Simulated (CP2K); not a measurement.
**C2H3NSi (SMILES N#C[C][SiH3]): UPBE0-D4/DZVP-MOLOPT-GTH (core potential, admm exchange DEFAULT, admm type ADMMS, ngrids 4)**

We compute a single-point energy of C2H3NSi. 

The results are computed with CP2K 2026.2.

3 further runs of the same task are left out: 2 that didn't finish, 1 set aside as unsound or not needed.

### 1 The system as given

C2H3NSi: 7 atoms, total charge 0, spin state triplet. As SMILES, `N#C[C][SiH3]`. The shape is that of a GFN2-xTB optimisation.

Bond lengths: N1–C2 1.188 Å, C2–C3 1.292 Å, C3–Si4 1.827 Å, Si4–H5 1.465 Å, Si4–H6 1.465 Å, Si4–H7 1.465 Å. Angles: N1–C2–C3 179.8°, C2–C3–Si4 179.5°, C3–Si4–H5 107.6°, C3–Si4–H6 107.6°, C3–Si4–H7 107.5°, H5–Si4–H6 111.3°, H5–Si4–H7 111.3°, H6–Si4–H7 111.3°.

### 2 The energy at UPBE0-D4/DZVP-MOLOPT-GTH (core potential, admm exchange DEFAULT, admm type ADMMS, ngrids 4)

File molecule.xyz:

```xyz
7

N      1.767780    -2.046510     1.663930
C      1.105540    -1.279570     1.043060
C      0.389550    -0.442360     0.367860
Si    -0.630420     0.729400    -0.593680
H      0.271350     1.723710    -1.179810
H     -1.580440     1.353400     0.330650
H     -1.323360    -0.038070    -1.632000
```

File job.inp:

```
&GLOBAL
   PROJECT job
   RUN_TYPE ENERGY
   PRINT_LEVEL MEDIUM
&END GLOBAL

&FORCE_EVAL
   METHOD QUICKSTEP
   &DFT
      BASIS_SET_FILE_NAME BASIS_MOLOPT
      BASIS_SET_FILE_NAME BASIS_ADMM_UZH
      POTENTIAL_FILE_NAME POTENTIAL_UZH
      MULTIPLICITY 3
      UKS T
      &QS
         METHOD GPW
         EPS_DEFAULT 1.0E-10
      &END QS
      &MGRID
         CUTOFF 350
         REL_CUTOFF 50
         NGRIDS 4
      &END MGRID
      # cluster boundary conditions
      &POISSON
         PERIODIC NONE
         POISSON_SOLVER MULTIPOLE
      &END POISSON
      # self-consistent field
      &SCF
         SCF_GUESS ATOMIC
         EPS_SCF 1.0E-07
         MAX_SCF 50
         &OT
            MINIMIZER DIIS
            PRECONDITIONER FULL_ALL
         &END OT
         &OUTER_SCF
            EPS_SCF 1.0E-07
            MAX_SCF 8
         &END OUTER_SCF
      &END SCF
      &XC
         &XC_FUNCTIONAL
            &PBE
               SCALE_X 0.75
               SCALE_C 1.0
            &END PBE
         &END XC_FUNCTIONAL
         # exact exchange
         &HF
            FRACTION 0.25
            &SCREENING
               EPS_SCHWARZ 1.0E-09
            &END SCREENING
            &MEMORY
               MAX_MEMORY 1050
            &END MEMORY
         &END HF
         &VDW_POTENTIAL
            POTENTIAL_TYPE PAIR_POTENTIAL
            &PAIR_POTENTIAL
               TYPE DFTD4
               REFERENCE_FUNCTIONAL PBE0
            &END PAIR_POTENTIAL
         &END VDW_POTENTIAL
      &END XC
      &AUXILIARY_DENSITY_MATRIX_METHOD
         ADMM_TYPE ADMMS
         EXCH_CORRECTION_FUNC DEFAULT
      &END AUXILIARY_DENSITY_MATRIX_METHOD
      # extra output
      &PRINT
         &MOMENTS
            PERIODIC F
            REFERENCE COM
            MAX_MOMENT 1
         &END MOMENTS
         &MO_CUBES
            NLUMO 3
            NHOMO -1
            WRITE_CUBE F
         &END MO_CUBES
         &HIRSHFELD OFF
         &END HIRSHFELD
      &END PRINT
   &END DFT
   &SUBSYS
      &CELL
         ABC 10.3 10.8 10.3
         PERIODIC NONE
      &END CELL
      &TOPOLOGY
         COORD_FILE_NAME molecule.xyz
         COORD_FILE_FORMAT XYZ
         &CENTER_COORDINATES
         &END CENTER_COORDINATES
      &END TOPOLOGY
      &KIND N
         BASIS_SET ORB DZVP-MOLOPT-GTH-q5
         BASIS_SET AUX_FIT admm-dz-q5
         POTENTIAL GTH-PBE0-q5
      &END KIND
      &KIND C
         BASIS_SET ORB DZVP-MOLOPT-GTH-q4
         BASIS_SET AUX_FIT admm-dz-q4
         POTENTIAL GTH-PBE0-q4
      &END KIND
      &KIND Si
         BASIS_SET ORB DZVP-MOLOPT-GTH-q4
         BASIS_SET AUX_FIT admm-dz-q4
         POTENTIAL GTH-PBE0-q4
      &END KIND
      &KIND H
         BASIS_SET ORB DZVP-MOLOPT-GTH-q1
         BASIS_SET AUX_FIT admm-dz-q1
         POTENTIAL GTH-PBE0-q1
      &END KIND
   &END SUBSYS
&END FORCE_EVAL
```

Started as:

```sh
OMP_NUM_THREADS=1 cp2k.psmp job.inp > job.out
```

Q: Predict the results. Wanted: total energy; dipole moment; HOMO energy; LUMO energy; dispersion energy; ⟨S²⟩.

Answer, from the run:

Level: UPBE0-D4/DZVP-MOLOPT-GTH (core potential, admm exchange DEFAULT, admm type ADMMS, ngrids 4).

| quantity | value |
| --- | --- |
| total energy | -26.84158 Eh |
| dipole moment | 3.70 D |
| HOMO energy (highest over α and β) | -7.78 eV |
| LUMO energy (lowest over α and β) | -3.51 eV |
| dispersion energy | -9.80 kJ/mol |
| ⟨S²⟩ | 2.065 |
